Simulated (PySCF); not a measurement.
**Yb2H6: other functionals and bases at one geometry**

An exercise on one series of results from a longer session: the logs are not shown, and one member is left open.

Method: several levels, as the steps say, no spin–orbit coupling; program: PySCF 2.14.0.

2 further runs of the same task are left out: 1 for a known fault of the program, 1 that didn't finish.

## The system as given

8 atoms, charge 0, spin multiplicity 1.

Bond lengths: Yb1–Yb2 3.456 Å, Yb1–H3 2.132 Å, Yb1–H4 2.132 Å, Yb1–H5 1.963 Å, Yb1–H6 1.963 Å, Yb2–H3 2.132 Å, Yb2–H4 2.132 Å, Yb2–H7 1.963 Å, Yb2–H8 1.963 Å. Angles: Yb2–Yb1–H3 35.8°, Yb2–Yb1–H4 35.8°, Yb2–Yb1–H5 123.1°, Yb2–Yb1–H6 123.1°, H3–Yb1–H4 71.7°, H3–Yb1–H5 116.3°, H3–Yb1–H6 116.3°, H4–Yb1–H5 116.3°, H4–Yb1–H6 116.3°, H5–Yb1–H6 113.7°, Yb1–Yb2–H3 35.8°, Yb1–Yb2–H4 35.8°, Yb1–Yb2–H7 123.1°, Yb1–Yb2–H8 123.1°, H3–Yb2–H4 71.7°, H3–Yb2–H7 116.3°, H3–Yb2–H8 116.3°, H4–Yb2–H7 116.3° and more.

Coordinates:

```mol
H6Yb2
  3D, bonds by distance, orders not assigned

  8  9  0  0  0  0  0  0  0  0999 V2000
    0.0000    0.0000    1.7279 Yb  0  0
   -0.0000   -0.0000   -1.7279 Yb  0  0
    1.2484    0.0000   -0.0000 H   0  0
   -1.2484   -0.0000    0.0000 H   0  0
    0.0000    1.6440    2.8008 H   0  0
    0.0000   -1.6440    2.8008 H   0  0
   -0.0000    1.6440   -2.8008 H   0  0
   -0.0000   -1.6440   -2.8008 H   0  0
  1  2  8  0
  1  3  8  0
  1  4  8  0
  1  5  8  0
  1  6  8  0
  2  3  8  0
  2  4  8  0
  2  7  8  0
  2  8  8  0
M  END
```

Formal oxidation states: Yb +3. Each metal's 13 4f electrons lie in its core potential, so multiplicities, spins and levels count the valence alone. An earlier session relaxed this geometry at BP86, Yb lcecp-1-SVP with ECP59, H def2-SVP (singlet, point group D2h).

At BP86 on the finer grid: E = -82.446338 Eh, HOMO -6.03 eV, LUMO -2.91 eV, Mulliken charge on Yb1 +0.66 e, largest force component 0.004 eV/Å. 

Levels to run: B3LYP; wB97X; PBE0; revPBE; BP86, TZVP. Hardware: 2 threads of Arm Neoverse N1, shared host.

Set-up of the first run:

The input, run.py (the lines that set the calculation):

```python
mol = gto.M(atom='''
Yb     0.00000     0.00000     1.72790
Yb     0.00000     0.00000    -1.72790
H      1.24837     0.00000     0.00000
H     -1.24837     0.00000     0.00000
H      0.00000     1.64401     2.80084
H      0.00000    -1.64401     2.80084
H      0.00000     1.64401    -2.80084
H      0.00000    -1.64401    -2.80084''',
    basis={'Yb': 'lcecp-1-SVP', 'H': 'def2-SVP'},
    ecp={'Yb': 'lcecp-1-SVP'},
    charge=0, spin=0)
mf = dft.RKS(mol, xc='B3LYP')
mf.grids.atom_grid = (75, 302)  # f atoms: unpruned, at least (60, 302)
mf = mf.density_fit()  # fitting sets: Yb AutoAux, H def2-universal-JKFIT
mf.conv_tol = 1e-08; mf.max_cycle = 55
mf.kernel(dm0)  # dm0: the density of the relaxed state
```

On the command line:

```
OMP_NUM_THREADS=2 python run.py
```

Steps of the session up to this table: B3LYP; wB97X; PBE0; revPBE; BP86, TZVP.

One of the session's tables, all rows but one given; the rest of the session is left out.

| level | HOMO (eV) | gap (eV) | charge on Yb1 (e) | largest force component (eV/Å) |
| --- | --- | --- | --- | --- |
| BP86 (relaxed here) | -6.03 | 3.12 | 0.66 | 0.00 |
| B3LYP | -6.97 | 4.69 | 0.75 | 0.12 |
| wB97X | ? | ? | ? | ? |
| PBE0 | -7.15 | 5.07 | 0.81 | 0.09 |
| revPBE | -5.89 | 3.20 | 0.68 | 0.08 |
| BP86, TZVP | -6.07 | 3.15 | 0.87 | 0.04 |

Estimate the missing values for wB97X.

The run gave: HOMO (eV): -9.65; gap (eV): 9.13; charge on Yb1 (e): 0.79; largest force component (eV/Å): 0.20. In the column «HOMO (eV)» it is the lowest.

In one basis the HOMO–LUMO gap runs from 3.12 eV (BP86) to 9.13 eV (wB97X). The largest leftover force, 0.20 eV/Å with wB97X, stands at a geometry relaxed at another level. With 4f in the core, its levels are missing from HOMO and gap, and its count is fixed, so no charge can pass from the ligands into it. Total energies of different levels can't be compared.
